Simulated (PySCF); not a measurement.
**Tl(SH): other spin states and a change of charge**

How does Tl(SH) respond at fixed geometry? The runs cover other spin states and a change of charge. It is a constructed species; whether it can be made isn't addressed.

The runs use PySCF 2.14.0; BP86, Tl def2-SVP with ECP60, S def2-SVP, H def2-SVP; scalar-relativistic core potentials, no spin–orbit coupling.

2 further runs of the same task are left out: 2 for a known fault of the program.

## Step 1: The starting structure

3 atoms, charge 0, spin multiplicity 1.

Bond lengths: Tl1–S2 2.630 Å, S2–H3 1.366 Å. Angles: Tl1–S2–H3 90.1°.

As a file:

```
atom     x (Å)    y (Å)     z (Å)
 Tl1   0.09887  0.00000  -0.17844
  S2  -0.08903  0.00000   2.44454
  H3   1.27365  0.00000   2.54460
```

Formal oxidation states: Tl +1. An earlier session relaxed this geometry at BP86, Tl def2-SVP with ECP60, S def2-SVP, H def2-SVP (singlet, point group Cs).

Its energy there is -571.421501 Eh.

## Step 2: Multiplicity 3 at the relaxed geometry

File run.py (the lines that set the calculation):

```python
mol = gto.M(atom='''
Tl     0.09887     0.00000    -0.17844
S     -0.08903     0.00000     2.44454
H      1.27365     0.00000     2.54460''',
    basis={'Tl': 'def2-SVP', 'S': 'def2-SVP', 'H': 'def2-SVP'},
    ecp={'Tl': 'def2-SVP'},
    charge=0, spin=2)
mf = dft.UKS(mol, xc='B88,P86')
mf.grids.atom_grid = (50, 194)
mf = mf.density_fit()  # fitting sets: Tl def2-universal-JKFIT, S def2-universal-JKFIT, H def2-universal-JKFIT
mf.conv_tol = 1e-08; mf.max_cycle = 55
mf.kernel(dm0)  # dm0: free metal ions and neutral atoms
```

Launch:

```console
> OMP_NUM_THREADS=2 python run.py
```

Output:

```text
init E= -584.156507173687
cycle= 1 E= -567.476430549017  delta_E= 16.7  |g|= 1.96  |ddm|= 2.96
cycle= 2 E= -505.335337230405  delta_E= 62.1  |g|= 5.62  |ddm|= 10.1
cycle= 3 E= -570.001293829327  delta_E= -64.7  |g|= 1.14  |ddm|= 9.23
cycle= 4 E= -571.238476861547  delta_E= -1.24  |g|= 0.384  |ddm|= 2.94
cycle= 5 E= -571.304340508355  delta_E= -0.0659  |g|= 0.0732  |ddm|= 0.702
cycle= 6 E= -571.307689436012  delta_E= -0.00335  |g|= 0.0267  |ddm|= 0.222
cycle= 7 E= -571.308202622461  delta_E= -0.000513  |g|= 0.0083  |ddm|= 0.0576
cycle= 8 E= -571.308257920949  delta_E= -5.53e-05  |g|= 0.00167  |ddm|= 0.0126
cycle= 9 E= -571.308260285321  delta_E= -2.36e-06  |g|= 0.000793  |ddm|= 0.00481
cycle= 10 E= -571.308260910759  delta_E= -6.25e-07  |g|= 0.000217  |ddm|= 0.00154
cycle= 11 E= -571.308260959247  delta_E= -4.85e-08  |g|= 0.000113  |ddm|= 0.000568
cycle= 12 E= -571.308260969092  delta_E= -9.85e-09  |g|= 2.94e-05  |ddm|= 0.00021
Extra cycle  E= -571.308260968032  delta_E= 1.06e-09  |g|= 4.35e-05  |ddm|= 0.000164
converged SCF energy = -571.308260968032  <S^2> = 2.0033102  2S+1 = 3.002206
```

Run time: 1.1 s. Hardware: 2 threads of Arm Neoverse V2, shared host.

It gives: E = -571.308261 Eh (+3.081 eV from the relaxed state), HOMO -2.85 eV, LUMO -6.22 eV (over both spins), ⟨S²⟩ = 2.003, Mulliken charge on Tl1 -0.05 e. An empty level of one spin lies below a filled level of the other.

## Step 3: One electron removed, multiplicity 2

run.py (the lines that set the calculation), as its differences from that of step 2:

```diff
@@ -6,3 +6,3 @@
     ecp={'Tl': 'def2-SVP'},
-    charge=0, spin=2)
+    charge=1, spin=1)
 mf = dft.UKS(mol, xc='B88,P86')
@@ -11,2 +11,2 @@
 mf.conv_tol = 1e-08; mf.max_cycle = 55
-mf.kernel(dm0)  # dm0: free metal ions and neutral atoms
+mf.kernel(dm0)  # dm0: the density of the relaxed state
```

Launch:

```console
> OMP_NUM_THREADS=2 python run.py
```

Output:

```text
init E= -571.426676372737
  HOMO = -0.196580313264  LUMO = -0.190897106006  gap/eV = 0.15465
cycle= 1 E= -571.048651513034  delta_E= 0.378  |g|= 0.242  |ddm|= 0.679
  HOMO = -0.50404339769  LUMO = -0.497794105298  gap/eV = 0.17005
cycle= 2 E= -570.848900091056  delta_E=  0.2  |g|= 0.526  |ddm|= 1.59
  HOMO = -0.456555618242  LUMO = -0.45484686837  gap/eV = 0.04650
cycle= 3 E= -571.100637305275  delta_E= -0.252  |g|= 0.0715  |ddm|= 1.61
  HOMO = -0.444893388311  LUMO = -0.441183445981  gap/eV = 0.10095
cycle= 4 E= -571.087766215295  delta_E= 0.0129  |g|= 0.134  |ddm|= 1.23
  HOMO = -0.439315414357  LUMO = -0.437439562396  gap/eV = 0.05104
cycle= 5 E= -571.102385921015  delta_E= -0.0146  |g|= 0.0425  |ddm|=  1.2
cycle= 6 E= -571.097105164139  delta_E= 0.00528  |g|= 0.0926  |ddm|= 1.17
cycle= 7 E= -571.099834732319  delta_E= -0.00273  |g|= 0.077  |ddm|= 0.0389
cycle= 8 E= -571.103371545521  delta_E= -0.00354  |g|= 0.0526  |ddm|= 0.0655
  HOMO = -0.433915538326  LUMO = -0.431432165222  gap/eV = 0.06758
cycle= 9 E= -571.106360514989  delta_E= -0.00299  |g|= 0.00554  |ddm|= 0.118
  HOMO = -0.433928427172  LUMO = -0.431139711436  gap/eV = 0.07588
cycle= 10 E= -571.106391761815  delta_E= -3.12e-05  |g|= 0.00149  |ddm|= 0.0115
  HOMO = -0.433955886649  LUMO = -0.431122132215  gap/eV = 0.07711
cycle= 11 E= -571.106393965503  delta_E= -2.2e-06  |g|= 0.000247  |ddm|= 0.00263
  HOMO = -0.433949714858  LUMO = -0.431104507386  gap/eV = 0.07742
cycle= 12 E= -571.106394204231  delta_E= -2.39e-07  |g|= 4.06e-05  |ddm|= 0.000556
  HOMO = -0.433946118713  LUMO = -0.431099068094  gap/eV = 0.07747
cycle= 13 E= -571.106394196058  delta_E= 8.17e-09  |g|= 2.24e-05  |ddm|= 0.000131
  HOMO = -0.433956851246  LUMO = -0.43110599891  gap/eV = 0.07758
Extra cycle  E= -571.106394195311  delta_E= 7.47e-10  |g|= 3.79e-05  |ddm|= 0.000114
converged SCF energy = -571.106394195311  <S^2> = 0.75310134  2S+1 = 2.0030989
```

It took 0.8 s on 2 threads of Arm Neoverse V2, shared host.

Read off: E = -571.106394 Eh (+8.574 eV from the relaxed state), HOMO -11.81 eV, LUMO -11.73 eV (over both spins), ⟨S²⟩ = 0.753, Mulliken charge on Tl1 +0.80 e. 

## Step 4: One electron added, multiplicity 2

run.py (the lines that set the calculation), as its differences from that of step 3:

```diff
@@ -6,3 +6,3 @@
     ecp={'Tl': 'def2-SVP'},
-    charge=1, spin=1)
+    charge=-1, spin=1)
 mf = dft.UKS(mol, xc='B88,P86')
```

Launch:

```console
> OMP_NUM_THREADS=2 python run.py
```

Output:

```text
init E= -571.426159131559
  HOMO = -0.0939446880716  LUMO = -0.0909276655842  gap/eV = 0.08210
cycle= 1 E= -571.405153138564  delta_E= 0.021  |g|= 0.127  |ddm|= 0.807
  HOMO = 0.117109126711  LUMO = 0.138612383341  gap/eV = 0.58513
cycle= 2 E= -571.40328292143  delta_E= 0.00187  |g|= 0.177  |ddm|= 0.929
  HOMO = 0.091314513908  LUMO = 0.115146980211  gap/eV = 0.64851
cycle= 3 E= -571.427434561274  delta_E= -0.0242  |g|= 0.0345  |ddm|= 0.379
  HOMO = 0.0845443230811  LUMO = 0.108344649778  gap/eV = 0.64764
cycle= 4 E= -571.427858129011  delta_E= -0.000424  |g|= 0.0219  |ddm|= 0.0966
  HOMO = 0.0816555180378  LUMO = 0.106415037615  gap/eV = 0.67374
cycle= 5 E= -571.428258467297  delta_E= -0.0004  |g|= 0.00353  |ddm|= 0.0433
  HOMO = 0.081358617873  LUMO = 0.106261143842  gap/eV = 0.67763
cycle= 6 E= -571.428270664729  delta_E= -1.22e-05  |g|= 0.00082  |ddm|= 0.00817
  HOMO = 0.0813131709739  LUMO = 0.10625042278  gap/eV = 0.67858
cycle= 7 E= -571.428271172087  delta_E= -5.07e-07  |g|= 0.00023  |ddm|= 0.00165
  HOMO = 0.0813078573823  LUMO = 0.106254721573  gap/eV = 0.67884
cycle= 8 E= -571.428271233831  delta_E= -6.17e-08  |g|= 6.21e-05  |ddm|= 0.000584
  HOMO = 0.0813086589631  LUMO = 0.106259210596  gap/eV = 0.67894
cycle= 9 E= -571.428271233103  delta_E= 7.28e-10  |g|= 2e-05  |ddm|= 0.00015
  HOMO = 0.081310153518  LUMO = 0.106260322294  gap/eV = 0.67893
Extra cycle  E= -571.428271232511  delta_E= 5.91e-10  |g|= 3.41e-05  |ddm|= 8.46e-05
converged SCF energy = -571.428271232511  <S^2> = 0.75182045  2S+1 = 2.0018196
```

Run time: 0.6 s. Hardware: 2 threads of Arm Neoverse V2, shared host.

Result: E = -571.428271 Eh (-0.184 eV from the relaxed state), HOMO 2.21 eV, LUMO 2.64 eV (over both spins), ⟨S²⟩ = 0.752, Mulliken charge on Tl1 -0.59 e. The highest filled level lies above zero; it isn't the detachment energy.

## Step 5: Results

| state | energy from the relaxed state (eV) | ⟨S²⟩ | time |
| --- | --- | --- | --- |
| charge 0, singlet, vacuum (relaxed) | 0 | 0.00 |  |
| charge -1, doublet, vacuum | -0.18 | 0.75 | 0.6 s |
| charge 0, triplet, vacuum | 3.08 | 2.00 | 1.1 s |
| charge +1, doublet, vacuum | 8.57 | 0.75 | 0.8 s |

An electron taken off or put on is at rest in vacuum. 

Removing an electron vertically costs 8.57 eV (doublet), against −HOMO = 5.28 eV. Adding an electron vertically releases 0.18 eV (doublet). The triplet lies 3.08 eV above at this geometry. The bases are small and lack diffuse functions. Spin–orbit coupling is left out.
